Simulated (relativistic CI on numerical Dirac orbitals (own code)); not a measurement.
# Rh²⁺ (4d7) in crystal fields: levels and magnetism

How does a crystal field split the 4d7 shell of Rh²⁺, and what follows for the ground state and χT? 6 fields tried.

Method: Dirac-Coulomb-Breit CI, KLI orbitals optimised for each configuration, model QED (radiative potential, 1s self-energy scaled to tabulated hydrogen-like ionisation energies), valence Slater integrals scaled by 0.7, one configuration in a parametric crystal field. Code: relativistic CI on numerical Dirac orbitals (own code) version 1.

## Step 1: What is computed

| Item | Value |
| --- | --- |
| ion | Rh²⁺ (Rh III) |
| nuclear charge | 45 |
| electrons | 43 |
| open shell | 4d7 |
| Slater scale | 0.7 |
| field 1 (cm⁻¹) | D4h, 10Dq = 20800, Ds = -1500, Dt = 550 |
| field 2 (cm⁻¹) | D4h, 10Dq = 20800, Ds = -1090, Dt = 550 |
| field 3 (cm⁻¹) | D4h, 10Dq = 20800, Ds = -680, Dt = 550 |
| field 4 (cm⁻¹) | D4h, 10Dq = 20800, Ds = -270, Dt = 550 |
| field 5 (cm⁻¹) | D4h, 10Dq = 20800, Ds = 140, Dt = 550 |
| field 6 (cm⁻¹) | D4h, 10Dq = 20800, Ds = 550, Dt = 550 |

The outer shells:

[Kr] 4d7
```
[Kr] core
4d [↑↓][↑↓][↑ ][↑ ][↑ ]
```

## Step 2: Field 1: D4h, 10Dq = 20800, Ds = -1500, Dt = 550

The run's settings:

```ini
atom Rh  Z=45  charge=2  electrons=43
nucleus A=103  rms_radius_fm=4.4945
hamiltonian dirac-coulomb  breit=on  qed=on  c_scale=1
orbitals kli  potential=per-configuration
slater_scale 0.7
correlation none
mixing on
configurations
  [Kr] 4d7
end
crystal_field D4h 10Dq=20800 Ds=-1500 Dt=550
```

## Step 3: Field 2: D4h, 10Dq = 20800, Ds = -1090, Dt = 550

The settings differ from step 2 so:

```diff
@@ -10,2 +10,2 @@
 end
-crystal_field D4h 10Dq=20800 Ds=-1500 Dt=550
+crystal_field D4h 10Dq=20800 Ds=-1090 Dt=550
```

## Step 4: Field 3: D4h, 10Dq = 20800, Ds = -680, Dt = 550

The settings differ from step 3 so:

```diff
@@ -10,2 +10,2 @@
 end
-crystal_field D4h 10Dq=20800 Ds=-1090 Dt=550
+crystal_field D4h 10Dq=20800 Ds=-680 Dt=550
```

## Step 5: Field 4: D4h, 10Dq = 20800, Ds = -270, Dt = 550

The settings differ from step 4 so:

```diff
@@ -10,2 +10,2 @@
 end
-crystal_field D4h 10Dq=20800 Ds=-680 Dt=550
+crystal_field D4h 10Dq=20800 Ds=-270 Dt=550
```

## Step 6: Field 5: D4h, 10Dq = 20800, Ds = 140, Dt = 550

The settings differ from step 5 so:

```diff
@@ -10,2 +10,2 @@
 end
-crystal_field D4h 10Dq=20800 Ds=-270 Dt=550
+crystal_field D4h 10Dq=20800 Ds=140 Dt=550
```

## Step 7: Field 6: D4h, 10Dq = 20800, Ds = 550, Dt = 550

The settings differ from step 6 so:

```diff
@@ -10,2 +10,2 @@
 end
-crystal_field D4h 10Dq=20800 Ds=140 Dt=550
+crystal_field D4h 10Dq=20800 Ds=550 Dt=550
```

(Steps that only read results are left out.)

Q: Predict the outcome of this session. Wanted: ground spin; ground doublet.

**Answer**, as computed:

| field | ground state | degeneracy | S | J | first gap (cm⁻¹) | stabilisation (cm⁻¹) | χT at 2 K | χT at 300 K |
| --- | --- | --- | --- | --- | --- | --- | --- | --- |
| 1: D4h | G7 | 2 | 0.61 | 3.94 | 2873 | -18200 | 0.516 | 0.583 |
| 2: D4h | G7 | 2 | 0.62 | 3.94 | 1513 | -17437 | 0.521 | 0.591 |
| 3: D4h | G7 | 2 | 0.64 | 3.93 | 58 | -16681 | 0.528 | 0.601 |
| 4: D4h | G6 | 2 | 0.57 | 3.96 | 1429 | -17363 | 0.516 | 0.579 |
| 5: D4h | G6 | 2 | 0.55 | 3.97 | 2925 | -18123 | 0.513 | 0.572 |
| 6: D4h | G6 | 2 | 0.55 | 3.97 | 4420 | -18895 | 0.512 | 0.570 |

χT is in cm³ K/mol; stabilisation counts from the free ion's lowest level; S and J come from the expectation values of their squares.

```
                           quantity                                                 value
ground spin (effective S from ⟨S²⟩)  1: 0.61, 2: 0.62, 3: 0.64, 4: 0.57, 5: 0.55, 6: 0.55
                        χT at 300 K                                0.57 to 0.60 cm³ K/mol
                     ground doublet                         field 1, g = 2.28, 2.28, 2.47
```

S of the ground state lies between 0.55 and 0.64: spin-orbit coupling mixes spin states. The field is a set of parameters, without covalency or charge transfer.
